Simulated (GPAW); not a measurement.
Input of a GPAW 26.7.0 run:

Contents of run.py:

```python
from ase import Atoms
from ase.dft.bandgap import bandgap
from ase.io import write
from gpaw import GPAW, PW

atoms = Atoms(['Hf', 'Ge'],
              cell=[[3.50083787, 0.0, 0.0],
                    [0.0, 3.50083787, 0.0],
                    [0.0, 0.0, 3.50083787]],
              scaled_positions=[[0.0, 0.0, 0.0],
                                [0.5, 0.5, 0.5]],
              pbc=True)

calc = GPAW(mode=PW(600),
            xc={'name': 'vdW-DF-cx', 'backend': 'libvdwxc'},
            kpts={'size': (8, 8, 8), 'gamma': True},
            occupations={'name': 'fermi-dirac', 'width': 0.05},
            nbands=18,
            convergence={'density': 1e-05, 'energy': 1e-05},
            maxiter=150,
            txt='gpaw.txt')
atoms.calc = calc
energy = atoms.get_potential_energy()
forces = atoms.get_forces()
calc.write('gs.gpw')
write('result.traj', atoms)
print(f'Energy: {energy:.6f} eV')
print('Forces (eV/A):')
print(forces.round(4))
print('Fermi level:', round(calc.get_fermi_level(), 4), 'eV')
print(f'Gap: {bandgap(calc)[0]:.4f} eV, direct: {bandgap(calc, direct=True)[0]:.4f} eV')
```

Potentials or basis: GPAW PAW data sets (gpaw-data 1.2.1), pw.

The run is started by

```sh
$ OMP_NUM_THREADS=1 python run.py
```

(1) Predict the band gap on the k mesh.

Answers

(1) none (metal or under the smearing width).

Caveat: the PAW data sets were made with another functional, which shifts forces and pressure a little.
